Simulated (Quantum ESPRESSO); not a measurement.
A run of Quantum ESPRESSO 7.5:

pw.in

```
&CONTROL
  calculation = 'scf'
  prefix = 'pwscf'
  outdir = './tmp'
  pseudo_dir = './pseudo'
  tprnfor = .true.
  tstress = .true.
  disk_io = 'low'
/
&SYSTEM
  ibrav = 0
  nat = 2
  ntyp = 2
  ecutwfc = 45
  ecutrho = 360
  nbnd = 16
  input_dft = 'vdw-df2-b86r'
  occupations = 'smearing'
  smearing = 'mv'
  degauss = 0.01469973
/
&ELECTRONS
  conv_thr = 4d-10
  electron_maxstep = 120
  mixing_beta = 0.5
/
ATOMIC_SPECIES
Nb    92.9064 nb_pbe_v1.uspp.F.UPF
Te   127.6000 te_pbe_v1.uspp.F.UPF
CELL_PARAMETERS bohr
   6.4736347851    0.0000000000    0.0000000000
   0.0000000000    6.4736347851    0.0000000000
   0.0000000000    0.0000000000    6.4736347851
ATOMIC_POSITIONS bohr
Nb     3.2368173926    3.2368173926    3.2368173926
Te     0.0000000000    0.0000000000    0.0000000000
K_POINTS automatic
8 8 8 0 0 0
```

relax.in

```
&CONTROL
  calculation = 'vc-relax'
  prefix = 'pwscf'
  outdir = './tmp'
  pseudo_dir = './pseudo'
  tprnfor = .true.
  tstress = .true.
  disk_io = 'low'
  nstep = 40
  forc_conv_thr = 0.0001
  etot_conv_thr = 1d-06
/
&SYSTEM
  ibrav = 0
  nat = 2
  ntyp = 2
  ecutwfc = 45
  ecutrho = 360
  nbnd = 16
  input_dft = 'vdw-df2-b86r'
  occupations = 'smearing'
  smearing = 'mv'
  degauss = 0.01469973
/
&ELECTRONS
  conv_thr = 4d-10
  electron_maxstep = 120
  mixing_beta = 0.5
/
&IONS
  ion_dynamics = 'bfgs'
/
&CELL
  cell_dynamics = 'bfgs'
  press = 0
  press_conv_thr = 0.2
/
ATOMIC_SPECIES
Nb    92.9064 nb_pbe_v1.uspp.F.UPF
Te   127.6000 te_pbe_v1.uspp.F.UPF
CELL_PARAMETERS bohr
   6.4736347851    0.0000000000    0.0000000000
   0.0000000000    6.4736347851    0.0000000000
   0.0000000000    0.0000000000    6.4736347851
ATOMIC_POSITIONS bohr
Nb     3.2368173926    3.2368173926    3.2368173926
Te     0.0000000000    0.0000000000    0.0000000000
K_POINTS automatic
8 8 8 0 0 0
```

The input scf2.in:

```
&CONTROL
  calculation = 'scf'
  prefix = 'pwscf'
  outdir = './tmp'
  pseudo_dir = './pseudo'
  tprnfor = .true.
  tstress = .true.
  disk_io = 'low'
/
&SYSTEM
  ibrav = 0
  nat = 2
  ntyp = 2
  ecutwfc = 45
  ecutrho = 360
  nbnd = 16
  input_dft = 'vdw-df2-b86r'
  occupations = 'smearing'
  smearing = 'mv'
  degauss = 0.01469973
/
&ELECTRONS
  conv_thr = 1d-13
  electron_maxstep = 120
  mixing_beta = 0.5
  startingpot = 'file'
  startingwfc = 'file'
/
ATOMIC_SPECIES
Nb    92.9064 nb_pbe_v1.uspp.F.UPF
Te   127.6000 te_pbe_v1.uspp.F.UPF
CELL_PARAMETERS bohr
   6.4672794510    0.0000000000    0.0000000000
   0.0000000000    6.4672794510    0.0000000000
   0.0000000000    0.0000000000    6.4672794510
ATOMIC_POSITIONS bohr
Nb     3.2336397255    3.2336397255    3.2336397255
Te     0.0000000000    0.0000000000    0.0000000000
K_POINTS automatic
8 8 8 0 0 0
```

ph.in

```
phonons of NbTe
&INPUTPH
  prefix = 'pwscf'
  outdir = './tmp'
  tr2_ph = 1d-18
  fildyn = 'dyn'
  niter_ph = 90
  alpha_mix(1) = 0.4
/
0.0000000000 0.0000000000 0.0000000000
```

Contents of dynmat.in:

```
&INPUT
  fildyn = 'dyn'
  asr = 'crystal'
  filout = 'dynmat.disp'
  fileig = 'dynmat.eig'
/
```

Potentials or basis: GBRV 1.5 PBE.

The run is started by

```bash
$ OMP_NUM_THREADS=1 pw.x -in pw.in > pw.out
$ OMP_NUM_THREADS=1 pw.x -in relax.in > relax.out
$ OMP_NUM_THREADS=1 pw.x -in scf2.in > scf2.out
$ OMP_NUM_THREADS=1 ph.x -in ph.in > ph.out
$ OMP_NUM_THREADS=1 dynmat.x -in dynmat.in > dynmat.out
```

Hardware: 1 thread of Arm Neoverse V1, with other jobs on the host.

Problem. How long does it take, and how much memory?

Solution. Run time: 9 min on 1 thread of Arm Neoverse V1, on a shared host, peak memory 0.17 GiB. Counts: scf iterations 41, k pools 1, bands 16, ion steps 3, k points 35, g dense 31439.
